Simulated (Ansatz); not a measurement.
# CH10OSi2: the cost of one run

All numbers below are computed with Ansatz 0.2.0 (UHF/6-31G).

### 1 The starting structure

Bond lengths: Si1–C2 2.176 Å, Si1–H3 1.453 Å, Si1–H4 1.487 Å, Si1–H5 1.453 Å, Si1–O7 2.070 Å, O7–Si8 1.605 Å, C2–H9 1.086 Å, C2–H10 1.085 Å, C2–H11 1.099 Å, Si8–H12 1.470 Å, Si8–H13 1.466 Å, Si8–H14 1.465 Å. Angles (14 of 23 angles, heavy atoms first): C2–Si1–O7 76.3°, Si1–O7–Si8 162.1°, Si1–C2–H9 99.7°, Si1–C2–H10 95.9°, Si1–C2–H11 138.4°, C2–Si1–H3 115.1°, C2–Si1–H4 89.5°, C2–Si1–H5 112.3°, H3–Si1–O7 83.9°, H4–Si1–O7 165.7°, H5–Si1–O7 84.8°, O7–Si8–H12 105.8°, O7–Si8–H13 109.0°, O7–Si8–H14 110.2°.

As a file:

```xyz
14

Si   -1.2913    0.2848    0.7686
C    -0.3825   -1.6827    0.5775
H    -2.0066    0.7497   -0.4077
H    -2.3955   -0.3176    1.5618
H    -0.6184    1.1090    1.7576
H     0.2207   -0.5850   -0.0377
O     0.3900    0.6318   -0.3884
Si    1.5259    1.3701   -1.2487
H    -1.1857   -2.2055    0.0672
H    -0.4037   -1.9186    1.6367
H     0.5545   -2.1225    0.2076
H     2.7027    0.4912   -1.1953
H     1.0601    1.5149   -2.6313
H     1.8298    2.6804   -0.6678
```

### 2 Run 1

150 steps of 0.5 fs at constant energy, with velocities drawn for 600 K.

Input file input.yaml:

```yaml
crystal:
  periodic: [false, false, false]
  atoms:
    - { symbol: Si, position_ang: [-1.2913, 0.2848, 0.7686] }
    - { symbol: C, position_ang: [-0.3825, -1.6827, 0.5775] }
    - { symbol: H, position_ang: [-2.0066, 0.7497, -0.4077] }
    - { symbol: H, position_ang: [-2.3955, -0.3176, 1.5618] }
    - { symbol: H, position_ang: [-0.6184, 1.109, 1.7576] }
    - { symbol: H, position_ang: [0.2207, -0.585, -0.0377] }
    - { symbol: O, position_ang: [0.39, 0.6318, -0.3884] }
    - { symbol: Si, position_ang: [1.5259, 1.3701, -1.2487] }
    - { symbol: H, position_ang: [-1.1857, -2.2055, 0.0672] }
    - { symbol: H, position_ang: [-0.4037, -1.9186, 1.6367] }
    - { symbol: H, position_ang: [0.5545, -2.1225, 0.2076] }
    - { symbol: H, position_ang: [2.7027, 0.4912, -1.1953] }
    - { symbol: H, position_ang: [1.0601, 1.5149, -2.6313] }
    - { symbol: H, position_ang: [1.8298, 2.6804, -0.6678] }
magnetization:
  spin_polarized: true
basis:
  gaussian: { orbitals: "6-31G" }
hamiltonian:
  xc: hf
md:
  timestep: 0.5
  n_steps: 150
  ensemble: nve
  temperature: 600.0
  initial_velocities: maxwell_boltzmann
  seed: 953408
```

On the command line:

```console
$ ansatz run input.yaml --threads 1 --pin off --max-ram 2048MiB --backend cpu --events-out ev --progress --plain --runs-dir out
```

Q: Estimate wall time and peak memory on 1 thread of Intel Xeon 6975P-C (Granite Rapids), shared host.

About 3.1 min, with a peak of 0.17 GiB.
